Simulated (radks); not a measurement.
# I²⁺ in [Kr] 4d10 5s1 5p3 6s1: an all-electron calculation

What are the levels of the iodine ion I2+, how large are its shells, and how does its energy divide?

Method: scalar-relativistic Kohn-Sham, r2SCAN, spin-polarised, spherical densities, finite nucleus; open shells are filled with parallel spins first. Code: radks (a radial shooting solver on a logarithmic mesh, Libxc functionals) version 1.

## 1. What is computed

| Quantity | Value |
| --- | --- |
| element | iodine (Z = 53) |
| charge | +2 |
| electrons | 51 |
| configuration | [Kr] 4d10 5s1 5p3 6s1 |
| nuclear rms radius | 4.75 fm |

The outer shells:

I²⁺
```
[Kr] core
4d [↑↓][↑↓][↑↓][↑↓][↑↓]
5s [↑ ]
5p [↑ ][↑ ][↑ ]
6s [↑ ]
```

## 2. The run

The run's settings:

```text
Z 53
configuration [Kr] 4d10 5s1 5p3 6s1 5d0 6p0 7s0
relativity scalar-relativistic
functional r2scan,r2scan
spin polarised
nucleus finite rms 4.75 fm
c 137.035999084
```

Launch:

```sh
> python run_ks.py task.json out
```

This one command runs every case of the session in turn.

What does the calculation give?

The runs gave:

```
                        quantity                   value
                    total energy     -7115.18532 hartree
exchange-correlation share of it                  2.54 %
                            −T/E                  1.0497
          highest occupied level       6s up, -13.246 eV
    most extended occupied level  6s up, <r> = 4.17 bohr
 radius at density 0.001 e/bohr³               4.79 bohr
    maxima of the radial density                       4
```

What this shows: 6 principal shells are occupied and 4 maxima appear in the radial density; where shells overlap, one shows as a shoulder or not at all. Relativity lifts −T/E to 1.050. This is not the tabulated ground configuration, so its levels and sizes aren't those of the ground state, and no measured value stands beside it.
